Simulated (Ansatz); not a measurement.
I need relaxations under a series of pressures of HfC, space group P6_3/mmc. Use Ansatz 0.2.0, Python API. Use (first run): LDA, PAW, the default cutoff (420 eV here), 7×7×4 k-points, Fermi-Dirac smearing of 0.05 eV.

```
CELL_PARAMETERS angstrom
3.34287 0.00000 0.00000
-1.67143 2.89501 0.00000
0.00000 0.00000 5.20271
ATOMIC_POSITIONS crystal
Hf 0.66667 0.33333 0.75000
Hf 0.33333 0.66667 0.25000
C 0.00000 0.00000 0.00000
C 0.00000 0.00000 0.50000
```

Script `compress.py`:
```python
"""Volume and enthalpy of HfC against pressure."""

import ansatz as az
import numpy as np

def edges_and_angles(cell):
    cell = np.asarray(cell)
    a, b, c = np.linalg.norm(cell, axis=1)
    cosines = cell[1] @ cell[2] / (b * c), cell[0] @ cell[2] / (a * c), cell[0] @ cell[1] / (a * b)
    return (a, b, c, *np.degrees(np.arccos(cosines)))

vectors = np.array([
    [3.342866, 0.0, 0.0],
    [-1.671433, 2.895007, 0.0],
    [0.0, 0.0, 5.202714],
])
crystal = (
    az.Lattice.of(vectors)
    .atom("Hf", (2 / 3, 1 / 3, 0.75))
    .atom("Hf", (1 / 3, 2 / 3, 0.25))
    .atom("C", (0.0, 0.0, 0.0))
    .atom("C", (0.0, 0.0, 0.5))
)

base = (
    crystal.calculation()
    .kpoints(7, 7, 4)
    .pseudopotentials("paw")
    .functional(az.Functional.LDA)
    .occupations(az.OccupationsMethod.FERMI_DIRAC, width=0.05)
)

# H = F + PV, with 1 GPa A^3 = 1/160.21766 eV
rows = []
for pressure in [0, 2, 4, 6, 8]:
    res = base.relax(cell=True, pressure=pressure, force_tolerance=0.01).run(threads=1, pin="off")
    cell = res.lattice.cell_ang
    n_atoms = len(res.lattice.sites)
    volume = abs(np.linalg.det(cell)) / n_atoms
    enthalpy = res.report["free_energy_ev"] / n_atoms + pressure * volume / 160.21766
    rows.append((pressure, volume, enthalpy, *edges_and_angles(cell)))
    print(f"{pressure} GPa done: {volume:.4f} A^3/atom")

print(" P (GPa)  V (A^3/atom)  H (eV/atom)     a       b       c")
for row in rows:
    print("{:8.1f} {:12.4f} {:14.5f} {:7.4f} {:7.4f} {:7.4f}".format(*row[:6]))
p, v = np.array([row[0] for row in rows], float), np.array([row[1] for row in rows])
print("mean bulk modulus between rows (GPa):", np.round(-np.diff(p) / np.diff(np.log(v)), 1))
```

```console
$ python compress.py
DeckWarning: basis.ecutwfc = 420 eV, auto-derived from the records' recommended cutoffs: set by Hf (normal level)
0 GPa done: 11.9293 A^3/atom
2 GPa done: 11.8393 A^3/atom
4 GPa done: 11.7526 A^3/atom
6 GPa done: 11.6689 A^3/atom
8 GPa done: 11.5879 A^3/atom
 P (GPa)  V (A^3/atom)  H (eV/atom)     a       b       c
     0.0      11.9293    -7860.75429  3.2629  3.2629  5.1752
     2.0      11.8393    -7860.60599  3.2549  3.2549  5.1615
     4.0      11.7526    -7860.45871  3.2472  3.2472  5.1482
     6.0      11.6689    -7860.31251  3.2396  3.2396  5.1353
     8.0      11.5879    -7860.16737  3.2323  3.2323  5.1228
mean bulk modulus between rows (GPa): [263.9 272.1 279.9 287.1]
```
(Warnings from the package without file and line.)

The volume falls from 11.93 Å³ an atom at 0 GPa to 11.59 at 8 GPa, by 2.9 %. Between 0 and 2 GPa, -V dP/dV is about 264 GPa, a mean over that step.

Notes:
- Absolute energies stand on the zero of these potentials, so only differences at equal settings mean something.
- At a fixed pressure a relaxation lowers the enthalpy F + PV, while F alone can rise.
- The mesh is modest for a metal, so energies can be off by several to tens of meV an atom and pressures by half a GPa or more; differences at equal mesh fare better.
- Spin-orbit coupling, which matters for elements this heavy, is left out.
- This cell is a computed structure, which may not be the phase found in nature.
- Symmetry holds the cell in this phase, whether or not it is the stable one at each pressure.
- Timing: 79 s on 1 thread of Intel(R) Xeon(R) Processor @ 2.30GHz (shared host), peak memory 0.54 GiB.
